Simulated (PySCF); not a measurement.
# CH6OSeSi: the cost of one run

Programs: PySCF 2.14.0, with routines of our own; each step states its level. All values are computed. Atoms count from 0.

## (1) The system as given

10 atoms, charge 0, multiplicity 1; geometry from: GFN2-xTB.

## (2) Optimising the geometry at PBE0-D3(BJ)/def2-SVP

Job settings and geometry (Å):

```
{"job": {"xc": "PBE0", "basis": "def2-SVP", "d3": "d3bj", "grid": 1, "maxiter": 30, "shake": 0.01, "kind": "geom"}, "charge": 0, "multiplicity": 1}
C     -1.463720    -0.610260    -0.156310
O     -0.100700    -0.463450    -0.143160
Si     0.734600     0.863610     0.216510
Se     2.893460     0.070820    -0.000070
H     -1.934860     0.145550    -0.840080
H     -1.900990    -0.440180     0.837920
H     -1.715250    -1.589190    -0.513510
H      0.538860     1.957520    -0.728400
H      0.519750     1.320090     1.614850
H      2.479280    -1.275430    -0.308810
```

The run is started by

```sh
$ OMP_NUM_THREADS=1 python heavy_run.py task.json out
```

This one command runs all jobs of the session in turn.

**Question.** How long does this first job take on 1 thread of Arm Neoverse V1, shared host, and how much memory does it need?

About 70 s, with a peak of 0.44 GiB.
